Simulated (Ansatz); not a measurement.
# K2Ta3S6: the cost of one run

Program: Ansatz 0.2.0. Level of theory: DFT LDA, plane waves, PAW, scalar-relativistic, no spin polarisation. These are calculated values, not measurements.

## Step 1: The starting structure

The cell holds 22 atoms (K4S12Ta6): a = 16.149 Å, b = 16.149 Å, c = 16.149 Å, α = 20.97°, β = 20.97°, γ = 20.97°.

The coordinates stand in the first input below.

## Step 2: Run 1

170 steps of 3 fs under a Langevin thermostat at 700 K.

The input, input.yaml:

```yaml
crystal:
  lattice:
    - [2.939279, 1.696993, 15.787876]
    - [-2.939279, 1.696993, 15.787876]
    - [0.0, -3.393987, 15.787876]
  atoms:
    - { symbol: K, position: [0.0837177, 0.0837177, 0.0837177] }
    - { symbol: K, position: [0.4171517, 0.4171517, 0.4171517] }
    - { symbol: K, position: [0.5828483, 0.5828483, 0.5828483] }
    - { symbol: K, position: [0.9162823, 0.9162823, 0.9162823] }
    - { symbol: Ta, position: [0.0, 0.0, 0.0] }
    - { symbol: Ta, position: [0.6665889, 0.6665889, 0.6665889] }
    - { symbol: Ta, position: [0.3334111, 0.3334111, 0.3334111] }
    - { symbol: Ta, position: [0.8309523, 0.1690477, 0.5] }
    - { symbol: Ta, position: [0.1690477, 0.5, 0.8309523] }
    - { symbol: Ta, position: [0.5, 0.8309523, 0.1690477] }
    - { symbol: S, position: [0.4696734, 0.1310324, 0.8023103] }
    - { symbol: S, position: [0.1310324, 0.8023103, 0.4696734] }
    - { symbol: S, position: [0.8023103, 0.4696734, 0.1310324] }
    - { symbol: S, position: [0.5303266, 0.1976897, 0.8689676] }
    - { symbol: S, position: [0.1976897, 0.8689676, 0.5303266] }
    - { symbol: S, position: [0.8689676, 0.5303266, 0.1976897] }
    - { symbol: S, position: [0.3674218, 0.0305196, 0.6992567] }
    - { symbol: S, position: [0.0305196, 0.6992567, 0.3674218] }
    - { symbol: S, position: [0.6992567, 0.3674218, 0.0305196] }
    - { symbol: S, position: [0.6325782, 0.3007433, 0.9694804] }
    - { symbol: S, position: [0.3007433, 0.9694804, 0.6325782] }
    - { symbol: S, position: [0.9694804, 0.6325782, 0.3007433] }
basis:
  ecutwfc: 420.0
kpoints:
  mp_grid: { grid: [2, 2, 2] }
hamiltonian:
  xc: lda
scf:
  occupations: { method: fermi_dirac, width: 0.05 }
  lower_state_search: "off"
md:
  timestep: 3.0
  n_steps: 170
  ensemble: nvt_langevin
  temperature: 700.0
  initial_velocities: maxwell_boltzmann
  seed: 866805
  friction: 0.05
```

On the command line:

```console
$ ansatz run input.yaml --threads 2 --pin off --max-ram 5120MiB --backend cpu --events-out ev --progress --plain --runs-dir out
```

Q: Estimate wall time and peak memory on 2 threads of Arm Neoverse V1, shared host.

About 30 min, with a peak of 1.3 GiB.
